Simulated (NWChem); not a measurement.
# As2 (SMILES [As]#[As]): M06-2X/def2-TZVPPD

Aim: the vertical electron affinity of As2 at M06-2X/def2-TZVPPD, from 2 runs. 

The results are computed with NWChem 7.3.0.

7 further runs of the same task are left out: 7 set aside as unsound or not needed.

## (1) The system as given

As2 has 2 atoms, charge 0, and is taken as a singlet. As SMILES, `[As]#[As]`. Geometry: relaxed at PBE0-D4/def2-TZVP.

Bond lengths: As1–As2 2.089 Å.

## (2) Energy and gradient at M06-2X/def2-TZVPPD

Contents of nw.nw:

```
echo
START nw
memory total 2200 mb

GEOMETRY units angstrom noautosym nocenter noautoz
As     0.000000     0.000000     0.002480
As     0.000000     0.000000     2.091490
END

BASIS spherical bse
* library def2-TZVPPD
END

DFT
xc m06-2x
grid fine
convergence energy 1e-08
iterations 100
mulliken
END

TASK dft gradient
```

On the command line:

```sh
$ nwchem nw.nw > nw.out
```

Standard output:

```text
[...]
          Wavefunction type:  closed shell.
          No. of atoms     :     2
          No. of electrons :    66
[...]
          Charge           :     0
          Spin multiplicity:     1
[...]
          AO basis - number of functions:   108
[...]
              XC Information
              --------------
                       M06-2X Method XC Functional
                     Hartree-Fock (Exact) Exchange  0.540
                        M06-2X Exchange Functional  1.000
                      M06-2X Correlation Potential  1.000
[...]
 d= 0,ls=0.0,diis     1  -4471.7725798782 -4.75D+03  4.95D-03  8.43D-01     3.3
[...]
 d= 0,ls=0.0,diis     8  -4471.7823728514 -3.98D-10  3.26D-07  3.96D-10    18.4
         Total DFT energy =    -4471.782372851412
      One electron energy =    -6780.231074041400
           Coulomb energy =     2198.829223494240
    Exchange-Corr. energy =     -166.240390931339
 Nuclear repulsion energy =      275.859868627087
[...]
      Total Density - Mulliken Population Analysis
     ---------------------------------------------
    Atom       Charge   Shell Charges
 -----------   ------   -------------------------------------------------------
    1 As  33    33.00   2.00  2.00  1.15  0.80  0.97  1.02  0.04  5.99  5.76  0.37  1.63  1.19  8.95  1.02  0.04  0.06 -0.01  0.01
    2 As  33    33.00   2.00  2.00  1.15  0.80  0.97  1.02  0.04  5.99  5.76  0.37  1.63  1.19  8.95  1.02  0.04  0.06 -0.01  0.01
[...]
  wavefunction    = closed shell
                         DFT ENERGY GRADIENTS
    atom               coordinates                        gradient
                 x          y          z           x          y          z
   1 As      0.000000   0.000000   0.004687   -0.000000  -0.000000   0.000256
   2 As      0.000000   0.000000   3.952343    0.000000   0.000000  -0.000256
[...]
```

It took 25 s on 1 thread of Intel Xeon 6975P-C (Granite Rapids), shared host; peak memory 0.13 GiB.

## (3) The doublet anion: the energy at UM06-2X/def2-TZVPPD

Contents of as2.nw:

```
START as2
TITLE "As2 M06-2X"
memory 2200 mb
charge -1
GEOMETRY noautosym nocenter noautoz
   As    0.000000    0.000000    0.002480
   As    0.000000    0.000000    2.091490
END
BASIS spherical bse
   * library def2-TZVPPD
END
DFT
   xc m06-2x
   mult 2
   grid fine
   convergence energy 1e-08
   maxiter 100
   mulliken
   noprint "final vectors analysis"
END
TASK dft energy
```

On the command line:

```sh
$ nwchem as2.nw > as2.out
```

Standard output:

```text
[...]
          Wavefunction type:  spin polarized.
          No. of atoms     :     2
          No. of electrons :    67
[...]
          Charge           :    -1
          Spin multiplicity:     2
[...]
          AO basis - number of functions:   108
[...]
              XC Information
              --------------
                       M06-2X Method XC Functional
                     Hartree-Fock (Exact) Exchange  0.540
                        M06-2X Exchange Functional  1.000
                      M06-2X Correlation Potential  1.000
[...]
 d= 0,ls=0.0,diis     1  -4471.3005944293 -4.75D+03  1.29D-02  3.23D+00     3.8
[...]
 d= 0,ls=0.0,diis    10  -4471.8071411778 -9.70D-09  8.34D-07  8.78D-10    27.8
[...]
         Total DFT energy =    -4471.807141177778
      One electron energy =    -6796.147221382796
           Coulomb energy =     2214.965864075342
    Exchange-Corr. energy =     -166.485652497411
 Nuclear repulsion energy =      275.859868627087
[...]
      Total Density - Mulliken Population Analysis
     ---------------------------------------------
    Atom       Charge   Shell Charges
 -----------   ------   -------------------------------------------------------
    1 As  33    33.50   2.00  2.00  1.15  0.80  0.92  0.98  0.15  5.99  5.76  0.39  1.64  1.56  8.95  1.02  0.05  0.05  0.09  0.01
    2 As  33    33.50   2.00  2.00  1.15  0.80  0.92  0.98  0.15  5.99  5.76  0.39  1.64  1.56  8.95  1.02  0.05  0.05  0.09  0.01
[...]
      <S2> =      0.7544 (Exact =     0.7500)
[...]
```

It took 29 s on 1 thread of Intel Xeon 6975P-C (Granite Rapids), shared host; peak memory 0.12 GiB.

## (4) What came out

Level: M06-2X/def2-TZVPPD.

```
                                         quantity           value
                        singlet As2: total energy  -4471.78237 Eh
                       singlet As2: dipole moment          0.00 D
                         singlet As2: HOMO energy        -8.45 eV
                         singlet As2: LUMO energy        -1.96 eV
                       singlet As2: HOMO–LUMO gap         6.49 eV
            singlet As2: largest force on an atom      0.013 eV/Å
                      doublet anion: total energy  -4471.80714 Eh
                              doublet anion: ⟨S²⟩           0.754
vertical electron affinity (to the doublet anion)        0.674 eV
```

What this shows: At fixed nuclei the extra electron is bound by 0.67 eV (65.0 kJ/mol).
